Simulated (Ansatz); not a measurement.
**VCr: one candidate structure**

Where does VCr go from the start given, structure listed in a database for this formula (Cmmm, No. 65)?

Computed with Ansatz 0.2.0 (DFT r2SCAN, scalar-relativistic, plane waves, PAW, unless a step's input says otherwise).

### Step 1. The starting structure

It takes space group Cmmm (No. 65, orthorhombic). The conventional cell has a = 2.903 Å, b = 4.201 Å, c = 4.002 Å, α = 90.00°, β = 90.00°, γ = 90.00°. Around V (site symmetry mmm) lie 4 Cr at 2.47 Å and 4 V at 2.55 Å. Cr (site symmetry mmm) is surrounded by 4 V at 2.47 Å and 4 Cr at 2.55 Å.

As a file:

```
V Cr
1.0
     1.45141   -2.10038    0.00000
     1.45141    2.10038    0.00000
     0.00000    0.00000    4.00199
V Cr
1 1
Direct
  0.50000 0.50000 0.50000
  0.00000 0.00000 0.00000
```

(A quick probe on a coarse mesh, which set the mesh and smearing, is not shown.)

### Step 3. Full relaxation

File input.yaml:

```yaml
crystal:
  lattice:
    - [1.45141031, -2.1003840007, 0.0]
    - [1.45141031, 2.1003840007, 0.0]
    - [0.0, 0.0, 4.0019911918]
  atoms:
    - { symbol: V, position: [0.5, 0.5, 0.5] }
    - { symbol: Cr, position: [0.0, 0.0, 0.0] }
basis:
  ecutwfc: 500
kpoints:
  mp_grid: { grid: [22, 22, 14] }
hamiltonian:
  xc: r2scan
scf:
  occupations: { method: gaussian, width: 0.1 }
output:
  forces: true
  stress: true
  eigenvalues: true
relax:
  adjacent_minimum: "off"
  f_tol: 0.01
  max_steps: 80
  cell: { stress_tol: 0.05 }
```

Command:

```console
ansatz run input.yaml --threads 1 --pin off --max-ram 2560MiB --backend cpu --events-out ev --progress --plain --runs-dir out
```

**Question.** What will these runs give?

The runs gave:

Formation energies count from the elements, computed with the same settings in runs not shown here.

| quantity | value |
| --- | --- |
| cell (conventional) | a = 2.898 Å, b = 4.202 Å, c = 3.997 Å, α = 90.00°, β = 90.00°, γ = 90.00° |
| space group | Cmmm (No. 65) |
| volume | 12.17 Å³/atom |
| gap on the mesh | none (metal) |
| formation energy from the elements | +0.084 eV/atom |

**Reading.** The space group stayed Cmmm, and from the first guess the volume went from 12.20 to 12.17 Å³/atom. The formation energy of +0.08 eV/atom is positive, so the elements lie lower than this structure; another structure of the compound can lie lower. A spin-polarised run here lost its starting moments, which speaks against magnetism, though one start doesn't rule it out.
